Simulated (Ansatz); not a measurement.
I need harmonic frequencies at the relaxed geometry of C2H5ClOSi, SMILES [SiH3]O/C=C/Cl. Use the Python package of Ansatz (0.2.0). Use (for the species named): PBE0, cc-pVDZ basis, multiplicity 1.

The script reads `c2h5closi.xyz`:
```text
10

Si   -1.83930    0.01370    0.19430
O    -0.37040    0.47240   -0.44050
C     0.79530   -0.09560    0.00760
C     1.97940    0.26040   -0.49000
Cl    3.45430   -0.42540    0.04330
H    -1.85600    0.27920    1.65510
H    -2.93030    0.77640   -0.46110
H    -2.04660   -1.43970   -0.02820
H     0.70020   -0.84550    0.78410
H     2.11340    1.00400   -1.26460
```

The script, `freq.py`:
```python
# -*- coding: utf-8 -*-
"""Vibrations of C2H5ClOSi."""

import argparse
import itertools

import ansatz as az
from ase.data import atomic_numbers, covalent_radii
import numpy as np

parser = argparse.ArgumentParser(description="Vibrations of C2H5ClOSi.")
parser.add_argument("--basis", required=True, help="basis")
parser.add_argument("--xc", default="PBE0", help="exchange-correlation functional")
args = parser.parse_args()


def main():
    geometry = az.Crystal.molecule_from_extxyz("c2h5closi.xyz")

    job = geometry.calculation().basis(gaussian=args.basis).functional(args.xc)
    symbols = [site.symbol for site in geometry.cartesian_sites]
    start = np.array([site.position_ang for site in geometry.cartesian_sites], dtype=float)
    def progress(event):
        if event["event"] == "relax_step":
            row = event["data"]
            print(f"step {row['step']:3d}  E = {row['lagrangian_ev']:.6f} eV  largest force component {row['allowed_force_max_ev_ang']:.4f} eV/A")


    summary = job.relax(force_tolerance=0.003).session().plan().execute(on_event=progress).report
    end = np.array(summary["positions_ang"])

    # pairs closer than 1.2 times the sum of covalent radii, before or after
    radius = [covalent_radii[atomic_numbers[s]] for s in symbols]
    span = lambda where, i, j: np.linalg.norm(where[i] - where[j])
    bonded = [(i, j) for i, j in itertools.combinations(range(len(symbols)), 2) if min(span(start, i, j), span(end, i, j)) < 1.2 * (radius[i] + radius[j])]
    print("pair        before    after (A)")
    for i, j in bonded:
        print(f"{symbols[i]}{i}-{symbols[j]}{j}".ljust(10), f"{span(start, i, j):8.4f} {span(end, i, j):8.4f}")

    # frequencies need a stationary point, so they are taken at the relaxed geometry
    minimum = az.Crystal.molecule()
    for symbol, place in zip(symbols, end):
        minimum = minimum.atom(symbol, place.tolist())
    vibrating = (
        minimum.calculation()
        .basis(gaussian=args.basis)
        .functional(args.xc)
        .phonons(temperatures=(298.15, 498.15, 100))
    )
    vib = vibrating.run().report["vibrations"]
    sums = vib["harmonic_sums"]
    modes = [m["omega_inv_cm"] for m in sums["modes_at_gamma"] if m["rigid_motion"] == "no"]
    print("frequencies (1/cm):", " ".join(f"{w:.0f}" for w in modes))
    print("imaginary modes:", sum(w < 0 for w in modes), " zero-point energy:", round(sums["zero_point_energy_ev"], 4), "eV")
    print("T (K)   F_vib (eV)   S_vib (meV/K)   C_vib (meV/K)")
    for row in zip(sums["temperatures_k"], sums["vibrational_free_energy_ev"], vib["entropy_ev_per_k"], vib["heat_capacity_ev_per_k"]):
        print(f"{row[0]:6.1f} {row[1]:11.4f} {1000 * row[2]:13.4f} {1000 * row[3]:15.4f}")


if __name__ == "__main__":
    main()
```

```console
$ python freq.py --basis cc-pVDZ
step   1  E = -24590.404511 eV  largest force component 1.4013 eV/A
step   2  E = -24590.452630 eV  largest force component 0.8321 eV/A
step   3  E = -24590.469939 eV  largest force component 0.0643 eV/A
step   4  E = -24590.470527 eV  largest force component 0.0428 eV/A
step   5  E = -24590.471016 eV  largest force component 0.0949 eV/A
step   6  E = -24590.471089 eV  largest force component 0.0396 eV/A
step   7  E = -24590.471143 eV  largest force component 0.0060 eV/A
step   8  E = -24590.471144 eV  largest force component 0.0037 eV/A
step   9  E = -24590.471144 eV  largest force component 0.0004 eV/A
pair        before    after (A)
Si0-O1       1.6646   1.7045
Si0-H5       1.4848   1.4976
Si0-H6       1.4838   1.4890
Si0-H7       1.4849   1.4976
O1-C2        1.3720   1.3544
C2-C3        1.3328   1.3349
C2-H8        1.0837   1.0973
C3-Cl4       1.7117   1.7307
C3-H9        1.0821   1.0900
RunWarning: phonons: modes at or below zero, which the zero-point energy, F, S and C_V leave out: 1, the lowest at -45.28 cm⁻¹. A minimum has none, and a first-order saddle one
frequencies (1/cm): -45 77 115 270 316 371 691 719 792 796 916 922 933 938 956 1218 1238 1332 1735 2217 2224 2270 3164 3253
imaginary modes: 1  zero-point energy: 1.7025 eV
T (K)   F_vib (eV)   S_vib (meV/K)   C_vib (meV/K)
 298.1      1.6268        0.5594          0.6333
 398.1      1.5602        0.7727          0.8453
 498.1      1.4724        0.9815          1.0192
```
(Warnings from the package without file and line.)

Notes:
- Total energies depend on the basis set; only differences at equal settings carry meaning.
- The frequencies are harmonic and unscaled, in a modest basis. The result belongs to the one conformer reached from this start, and soft torsions count as harmonic oscillators.
- Timing: 3.7 min on 1 thread of Arm Neoverse V2, on a shared host, peak memory 0.31 GiB.

(A comment or docstring line of the script was reworded after the run, the code is as it ran; lines on the test bed's own set-up are left out of the output.)
